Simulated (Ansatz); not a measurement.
Predict the output of the script below (the Python package of Ansatz (0.2.0)).

`formation.py`:
```python
"""Is KBa3 bound against its elements, after relaxing atoms and volume at fixed cell shape."""

from collections import Counter
import logging
import sys
import warnings

import ansatz
import numpy as np

logging.basicConfig(stream=sys.stdout, format="%(name)s: %(message)s")
log = logging.getLogger("kba3")
log.setLevel(logging.INFO)

PHASES = {
    "KBa3": (
        [(0.0, 5.130166, 5.130166), (5.130166, 0.0, 5.130166), (5.130166, 5.130166, 0.0)],
        [
            ("K", (0.0, 0.0, 0.0)),
            ("Ba", (0.25, 0.25, 0.25)),
            ("Ba", (0.75, 0.75, 0.75)),
            ("Ba", (0.5, 0.5, 0.5)),
        ],
    ),
    "K": (
        [(-2.6125, 2.6125, 2.6125), (2.6125, -2.6125, 2.6125), (2.6125, 2.6125, -2.6125)],
        [
            ("K", (0.0, 0.0, 0.0)),
        ],
    ),
    "Ba": (
        [(-2.5065, 2.5065, 2.5065), (2.5065, -2.5065, 2.5065), (2.5065, 2.5065, -2.5065)],
        [
            ("Ba", (0.0, 0.0, 0.0)),
        ],
    ),
}


def build(vectors, sites):
    crystal = ansatz.Crystal(lattice=ansatz.Lattice.of(vectors))
    for symbol, position in sites:
        crystal = crystal.atom(symbol, position)
    return crystal


def compute(name, crystal):
    calc = (
        crystal.calculation()
        .functional("r2SCAN")
        .basis(600)
        .kpoints(spacing=0.3)
        .occupations("gaussian", width=0.1)
        .stress()
    )
    calc = calc.relax(force_tolerance=0.03, fix_cell=["shape"])
    return calc.run()


def counts(outcome):
    return Counter(site.symbol for site in outcome.lattice.sites)

def formation_energy(outcome, mu):
    n = counts(outcome)
    return (outcome.report["energy_sigma0_ev"] - sum(k * mu[element] for element, k in n.items())) / sum(n.values())


def volume_per_atom(outcome):
    return abs(np.linalg.det(outcome.lattice.cell_ang)) / len(outcome.lattice.sites)

warnings.simplefilter("ignore", ansatz.DeckWarning)

phases = {name: build(*cell) for name, cell in PHASES.items()}

done = {}
for name, crystal in phases.items():
    done[name] = compute(name, crystal)
    log.info(f"{name}: {done[name].report['energy_sigma0_ev']:.4f} eV, {len(done[name].lattice.sites)} atoms")

# energy of one atom in its reference phase
references = {"K": "K", "Ba": "Ba"}
mu = {element: done[name].report["energy_sigma0_ev"] / len(done[name].lattice.sites) for element, name in references.items()}

target = done["KBa3"]
heat = formation_energy(target, mu)
rows = [(name, len(o.lattice.sites), volume_per_atom(o), formation_energy(o, mu)) for name, o in done.items()]
log.info("     phase       atoms  V (A^3/atom)  E_form (eV/atom)")
for row in rows:
    log.info(f"{str(row[0]):>10}  {row[1]:10d}  {row[2]:12.3f}  {row[3]:16.4f}")
```

```console
$ python formation.py
kba3: KBa3: -19435.3652 eV, 4 atoms
kba3: K: -1542.4574 eV, 1 atoms
kba3: Ba: -5964.4587 eV, 1 atoms
kba3:      phase       atoms  V (A^3/atom)  E_form (eV/atom)
kba3:       KBa3           4        69.754            0.1171
kba3:          K           1        76.597            0.0000
kba3:         Ba           1        65.661            0.0000
```

Caveats:
- Total energies depend on the potentials; only differences at equal settings carry meaning.
- Atoms and volume are relaxed with the cell's shape held, which in cells of lower than cubic symmetry can hide stresses and shift volumes.
- The cells come from databases of deposited and of computed structures, and not all need be stable phases.
- The compound is the structure given, not necessarily its lowest; energies are at zero temperature, with no correction for gases. A semilocal functional's error on such energies is often 0.05 to 0.1 eV an atom, and 0.1 to 0.3 eV against gases such as O2 or F2.
- The whole script took 55 s on 1 thread of Arm Neoverse V2, on a shared host, peak memory 1.5 GiB.

(Lines on the test bed's own set-up are left out of the output.)
